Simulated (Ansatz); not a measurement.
# B2As: the cost of one run

Computed with Ansatz 0.2.0 (DFT PBE, scalar-relativistic, plane waves, PAW, unless a step's input says otherwise).

**1. Starting point**

Symmetry: R3m, No. 160, trigonal system. The conventional cell has a = 2.659 Å, b = 2.659 Å, c = 15.442 Å, α = 90.00°, β = 90.00°, γ = 120.00°. B (site symmetry 3m) has 3 As at 1.99 Å as nearest neighbours. As (site symmetry 3m) has 6 B at 1.99 Å as nearest neighbours.

As a file:

```cif
data_structure
_symmetry_space_group_name_H-M 'R3m:H'
_symmetry_Int_Tables_number 160
_cell_length_a 2.6589
_cell_length_b 2.6589
_cell_length_c 15.4421
_cell_angle_alpha 90.000
_cell_angle_beta 90.000
_cell_angle_gamma 120.000
_cell_volume 94.54
loop_
_atom_site_label
_atom_site_type_symbol
_atom_site_symmetry_multiplicity
_atom_site_Wyckoff_symbol
_atom_site_fract_x
_atom_site_fract_y
_atom_site_fract_z
_atom_site_occupancy
B1 B 3 a 0.66667 0.33333 0.08173 1
B2 B 3 a 0.33333 0.66667 0.25157 1
As1 As 3 a 0.00000 0.00000 0.00000 1
```

This is candidate A: 3R molybdenite type (R3m, No. 160).

(A quick probe on a coarse mesh, which set the mesh and smearing, is not shown.)

**3. Rough relaxation on the coarse mesh (candidate A)**

File input.yaml:

```yaml
crystal:
  lattice:
    - [1.3294335793, 0.7675488349, 5.1473655912]
    - [-1.3294335793, 0.7675488349, 5.1473655912]
    - [0.0, -1.5350976697, 5.1473655912]
  atoms:
    - { symbol: B, position: [0.7484, 0.7484, 0.7484] }
    - { symbol: B, position: [0.5849, 0.5849, 0.5849] }
    - { symbol: As, position: [0.0, 0.0, 0.0] }
basis:
  ecutwfc: 420
kpoints:
  mp_grid: { grid: [6, 6, 6] }
hamiltonian:
  xc: pbe
scf:
  occupations: { method: gaussian, width: 0.1 }
  lower_state_search: "off"
output:
  forces: true
  stress: true
  eigenvalues: true
relax:
  adjacent_minimum: "off"
  f_tol: 0.04
  max_steps: 70
  cell: { stress_tol: 0.4 }
```

Launch:

```
$ ansatz run input.yaml --threads 1 --pin off --max-ram 2560MiB --backend cpu --events-out ev --progress --plain --runs-dir out
```

**Question.** How long does this run take on 1 thread of Arm Neoverse V2, shared host, and how much memory does it need?

About 37 s, with a peak of 0.31 GiB.
